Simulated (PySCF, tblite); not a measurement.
# C5H11Cl2FSi: geometry, infrared bands and NMR shifts

Wanted: the infrared bands and NMR shifts of C5H11Cl2FSi (`C[C@@H](F)[Si@@H](C)CC(Cl)Cl`), by calculation.

Computed with tblite 0.8.0 and PySCF 2.14.0, with density-fitted response routines of our own, on a single molecule in the gas phase. Atoms are numbered from 0 throughout.

### Step 1. The starting structure

20 atoms, charge 0, multiplicity 1; geometry from: force field or distance geometry start.

Bonds of the start (Å): C0–C1 1.50, C1–F2 1.38, C1–Si3 1.88, Si3–C4 1.86, Si3–C5 1.89, C5–C6 1.53, C6–Cl7 1.80, C6–Cl8 1.79, C0–H9 1.11, C0–H10 1.10, C0–H11 1.09, C1–H12 1.11, Si3–H13 1.48, C4–H14 1.09, C4–H15 1.09, C4–H16 1.09, C5–H17 1.10, C5–H18 1.10, C6–H19 1.09.

### Step 2. Optimising the geometry with GFN2-xTB

What the job is given:

```
{"job": {"kind": "relax", "xc": "GFN2-xTB", "basis": "xTB"}, "charge": 0, "multiplicity": 1}
C     -2.656200    -0.399700     0.105800
C     -1.256500    -0.343900     0.652500
F     -0.871500    -1.629400     0.974700
Si     0.061100     0.357500    -0.491400
C     -0.152700     2.193200    -0.652100
C      1.780600    -0.033500     0.193100
C      2.180100    -1.506600     0.232000
Cl     3.659500    -1.696100     1.238600
Cl     2.533300    -2.147100    -1.396900
H     -3.344600    -0.848900     0.845600
H     -3.041900     0.600000    -0.142900
H     -2.718900    -1.022200    -0.792300
H     -1.253000     0.217600     1.610200
H     -0.068500    -0.256600    -1.834700
H     -0.064700     2.701300     0.312700
H      0.605900     2.612800    -1.314600
H     -1.133800     2.438700    -1.071300
H      1.800000     0.370800     1.214000
H      2.520800     0.545100    -0.374800
H      1.415800    -2.142400     0.689000
```

Command:

```
> OMP_NUM_THREADS=1 python probes_run.py task.json out
```

One launch serves the whole session: the jobs run in the order shown.

**Question.** This job is followed by: GFN2-xTB harmonic vibrations, gas phase; GIAO PBE0/pcSseg-1 NMR shielding, non-relativistic, gas phase. What will the session give for the following? strongest single infrared mode (GFN2-xTB); zero-point energy (GFN2-xTB); 13C shifts against TMS (PBE0/pcSseg-1); 1H shifts against TMS (PBE0/pcSseg-1, means over atoms taken as alike); 19F shifts against CFCl3 (PBE0/pcSseg-1); 29Si shifts against TMS (PBE0/pcSseg-1); 35Cl shifts against HCl (PBE0/pcSseg-1); surface potential, 1st and 99th percentile.

**Answer**, as computed:

| quantity | value |
| --- | --- |
| strongest single infrared mode (GFN2-xTB) | 2264 cm⁻¹, 219 km/mol |
| zero-point energy (GFN2-xTB) | 93.0 kcal/mol |
| 13C shifts against TMS (PBE0/pcSseg-1) | 92.5, 85.4, 38.0, 20.9, -6.8 ppm |
| 1H shifts against TMS (PBE0/pcSseg-1, means over atoms taken as alike) | 6.45, 4.92, 4.54, 2.01, 1.81, 1.52, 0.00 ppm |
| 19F shifts against CFCl3 (PBE0/pcSseg-1) | -248.8 ppm |
| 29Si shifts against TMS (PBE0/pcSseg-1) | -16.7 ppm |
| 35Cl shifts against HCl (PBE0/pcSseg-1) | 331, 291 ppm |
| surface potential, 1st and 99th percentile | -0.88 V and 1.13 V |

What this shows: The optimisation took 46 steps and gained 0.146 eV; among the close pairs (by a distance rule), C1–Si3 changed most, from 1.881 to 1.934 Å. No mode is imaginary among the 54: a minimum at this level. The strongest single mode, at 2264 cm⁻¹, moves mainly H13. Unscaled tight-binding wavenumbers are off by several per cent, some by more. Its intensities can rank the bands wrongly. C6 stands next to heavy halogen, whose spin-orbit shielding this run leaves out, so the computed shift lies too far downfield, most of all for carbon beside Br or I. At PBE0/pcSseg-1: Shielding is most anisotropic at Cl7 (span 704 ppm, paramagnetic term -525 ppm).
